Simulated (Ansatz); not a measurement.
## C2H9AlOSi, SMILES [CH3][Al]([CH3])[O][SiH3]: a geometry optimisation, step by step

With Ansatz 0.2.0, Python API.

Run as a notebook:

In [1]:
```python
import itertools

import ansatz as az
from ase.data import atomic_numbers, covalent_radii
import numpy as np
```

In [2]:
```python
c2h9alosi = (
    az.Crystal.molecule()
    .atom("C", (-1.6235, 1.2063, 0.5534))
    .atom("Al", (0.1535, 0.5084, 0.2862))
    .atom("C", (1.0741, -0.3405, 1.7991))
    .atom("O", (1.0261, 0.588, -1.3709))
    .atom("Si", (0.4816, -0.8801, -2.1769))
    .atom("H", (-1.643, 2.0694, 1.3057))
    .atom("H", (-2.0109, 1.6697, -0.4156))
    .atom("H", (-2.3138, 0.4593, 0.8711))
    .atom("H", (2.061, 0.2143, 2.0469))
    .atom("H", (0.4682, -0.2971, 2.7409))
    .atom("H", (1.3153, -1.4004, 1.5848))
    .atom("H", (0.9807, -2.0379, -1.3944))
    .atom("H", (1.0282, -0.8746, -3.518))
    .atom("H", (-1.0107, -0.9142, -2.2834))
)
```

In [3]:
```python
base = (
    c2h9alosi.calculation()
    .basis(gaussian="def2-SVP")
    .functional("cam_b3lyp")
    .accuracy("medium")
)
symbols = [site.symbol for site in c2h9alosi.cartesian_sites]
start = np.array([site.position_ang for site in c2h9alosi.cartesian_sites], dtype=float)
def progress(event):
    if event["event"] == "relax_step":
        row = event["data"]
        print(f"step {row['step']:3d}  E = {row['lagrangian_ev']:.6f} eV  largest force component {row['allowed_force_max_ev_ang']:.4f} eV/A")


rep = base.relax(force_tolerance=0.01).session().plan().execute(on_event=progress).report
end = np.array(rep["positions_ang"])
```
```text
step   1  E = -18734.710001 eV  largest force component 2.7010 eV/A
step   2  E = -18735.234860 eV  largest force component 1.8849 eV/A
step   3  E = -18735.499349 eV  largest force component 0.8116 eV/A
step   4  E = -18735.603804 eV  largest force component 0.3534 eV/A
step   5  E = -18735.674137 eV  largest force component 0.2609 eV/A
step   6  E = -18735.726452 eV  largest force component 0.1879 eV/A
step   7  E = -18735.760278 eV  largest force component 0.0575 eV/A
step   8  E = -18735.768720 eV  largest force component 0.2927 eV/A
step   9  E = -18735.777371 eV  largest force component 0.0207 eV/A
step  10  E = -18735.777638 eV  largest force component 0.0126 eV/A
step  11  E = -18735.777674 eV  largest force component 0.0025 eV/A
```

In [4]:
```python
print(f"E = {rep['free_energy_ev']:.6f} eV = {rep['free_energy_ev'] / 27.211386246:.7f} Ha")
print("converged:", rep["converged"], " doubts:", rep["published_state_doubts"] or "none")
```
```text
E = -18735.777826 eV = -688.5271355 Ha
converged: True  doubts: none
```

In [5]:
```python
# pairs closer than 1.2 times the sum of covalent radii, before or after
radius = [covalent_radii[atomic_numbers[s]] for s in symbols]
span = lambda where, i, j: np.linalg.norm(where[i] - where[j])
bonded = [(i, j) for i, j in itertools.combinations(range(len(symbols)), 2) if min(span(start, i, j), span(end, i, j)) < 1.2 * (radius[i] + radius[j])]
print("pair        before    after (A)")
for i, j in bonded:
    print(f"{symbols[i]}{i}-{symbols[j]}{j}".ljust(10), f"{span(start, i, j):8.4f} {span(end, i, j):8.4f}")
with open("c2h9alosi_opt.xyz", "w") as handle:
    handle.write(f"{len(symbols)}\nrelaxed C2H9AlOSi\n")
    handle.writelines(f"{s:2s} {x:11.6f} {y:11.6f} {z:11.6f}\n" for s, (x, y, z) in zip(symbols, end))
```
```text
pair        before    after (A)
C0-Al1       1.9277   1.9465
C0-H5        1.1451   1.1019
C0-H6        1.1418   1.1006
C0-H7        1.0656   1.1041
Al1-C2       1.9639   1.9467
Al1-O3       1.8745   1.7058
C2-H8        1.1590   1.1040
C2-H9        1.1207   1.1016
C2-H10       1.1079   1.1009
O3-Si4       1.7611   1.6400
Si4-H11      1.4839   1.4912
Si4-H12      1.4482   1.4907
Si4-H13      1.4965   1.4910
```

`c2h9alosi_opt.xyz`, as written:
```text
14
relaxed C2H9AlOSi
C    -1.629187    1.439487    0.708874
Al   -0.101978    0.247582    0.519143
C     1.114701   -0.194508    1.973130
O     0.186829   -0.454243   -1.008505
Si    0.470161   -1.152035   -2.465388
H    -1.428631    2.262852    1.413155
H    -1.948807    1.876330   -0.249467
H    -2.494292    0.886223    1.114485
H     1.943146    0.534237    2.012292
H     0.620193   -0.160303    2.956940
H     1.571743   -1.188722    1.851858
H     1.132497   -2.477453   -2.297513
H     1.356758   -0.286005   -3.293637
H    -0.806334   -1.362842   -3.206466
```

Reading the output:
- These settings explore the input space; basis and method may be short of convergence.
- The end point is the stationary point reached from this start; no frequency run checks that it is a minimum, and the basis set is modest.
- Timing: 96 s on 1 thread of Arm Neoverse V1, on a shared host, peak memory 0.44 GiB.

(Lines on the test bed's own set-up are left out of the output.)
